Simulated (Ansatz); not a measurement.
# BCl₂F₃Si: up Jacob's ladder to CCSD(T)

The task here is to estimate one member of a computed series from the others.

Computed with Ansatz 0.2.0, Gaussian basis. Level: functionals in def2-TZVPP, the program's frozen cores in correlated methods.

Levels to be run: LDA (SPW92), PBE-D4, revPBE-D4, BLYP-D4, r2SCAN-D4, B97M-V, PBE0-D4, B3LYP-D4, r2SCANh-D4, r2SCAN0-D4, HSE06-D4, BHLYP-D4, CAM-B3LYP-D4, LC-ωPBE, ωB97X-V, ωB97M-V, B2PLYP, PBE-QIDH; CCSD(T)/def2-SVP; CCSD(T)/def2-TZVPP; MP2/def2-QZVPP; extrapolation to the limit; RPA on PBE.

### The relaxed structure

All runs share one geometry, relaxed beforehand with PBE0-D4 in a triple-zeta def2 set.

7 atoms, charge 0, spin multiplicity 1.

Atoms are counted from 1 here; the program's logs count them from 0.

Bond lengths: F1–Si2 1.577 Å, Si2–F3 1.578 Å, Si2–F4 1.578 Å, Si2–B5 2.010 Å, B5–Cl6 1.732 Å, B5–Cl7 1.734 Å. Angles: F1–Si2–F3 107.5°, F1–Si2–F4 107.5°, F1–Si2–B5 112.4°, F3–Si2–F4 107.6°, F3–Si2–B5 110.8°, F4–Si2–B5 110.8°, Si2–B5–Cl6 120.9°, Si2–B5–Cl7 118.7°, Cl6–B5–Cl7 120.3°.

Set-up of the first run:

Contents of in.yaml:

```yaml
crystal:
  periodic: [false, false, false]
  atoms:
    - {symbol: F, position_ang: [-0.114009, -1.091379, 1.756702]}
    - {symbol: Si, position_ang: [0.185130, -0.818456, 0.232735]}
    - {symbol: F, position_ang: [-0.671088, -1.842843, -0.609213]}
    - {symbol: F, position_ang: [1.708191, -1.148438, -0.017864]}
    - {symbol: B, position_ang: [-0.232891, 1.072652, -0.304843]}
    - {symbol: Cl, position_ang: [-0.847013, 2.210551, 0.847676]}
    - {symbol: Cl, position_ang: [0.032981, 1.550013, -1.950893]}
basis:
  gaussian: {orbitals: def2-TZVPP}
hamiltonian: {xc: lda}
output: {orbitals: {seedname: orbitals}}
```

Among the steps run: LDA; PBE-D4 (GGA); revPBE-D4 (GGA); BLYP-D4 (GGA); r2SCAN-D4 (meta-GGA); B97M-V (meta-GGA); PBE0-D4 (hybrid); B3LYP-D4 (hybrid); r2SCANh-D4 (hybrid); r2SCAN0-D4 (hybrid); HSE06-D4 (hybrid); BHLYP-D4 (hybrid); CAM-B3LYP-D4 (range-separated); LC-ωPBE-D4 (range-separated; the results give it without D4); ωB97X-V (range-separated); ωB97M-V (range-separated); B2PLYP (double hybrid); PBE-QIDH (double hybrid).

One of the session's tables, all rows but one given; the rest of the session is left out.

It belongs to the step «Frontier levels by functional». 

| functional | HOMO (eV) | LUMO (eV) | gap (eV) |
| --- | --- | --- | --- |
| LDA (SPW92) | ? | ? | ? |
| PBE-D4 | -7.75 | -3.70 | 4.05 |
| revPBE-D4 | -7.68 | -3.59 | 4.10 |
| BLYP-D4 | -7.63 | -3.49 | 4.14 |
| r2SCAN-D4 | -8.08 | -3.51 | 4.56 |
| B97M-V | -8.15 | -3.48 | 4.67 |
| PBE0-D4 | -9.15 | -2.84 | 6.30 |
| B3LYP-D4 | -8.92 | -2.99 | 5.93 |
| r2SCANh-D4 | -8.59 | -3.20 | 5.39 |
| r2SCAN0-D4 | -9.35 | -2.73 | 6.62 |
| HSE06-D4 | -8.74 | -3.23 | 5.52 |
| BHLYP-D4 | -10.45 | -1.78 | 8.66 |
| CAM-B3LYP-D4 | -10.53 | -1.67 | 8.87 |
| LC-ωPBE | -11.86 | -0.57 | 11.29 |
| ωB97X-V | -11.50 | -0.60 | 10.90 |
| ωB97M-V | -11.29 | -0.74 | 10.55 |

**Question.** Estimate the row for LDA (SPW92).

The run gave: HOMO (eV): -7.92; LUMO (eV): -3.97; gap (eV): 3.95. In the column «HOMO (eV)» it lies between r2SCAN-D4 (-8.08) and PBE-D4 (-7.75).
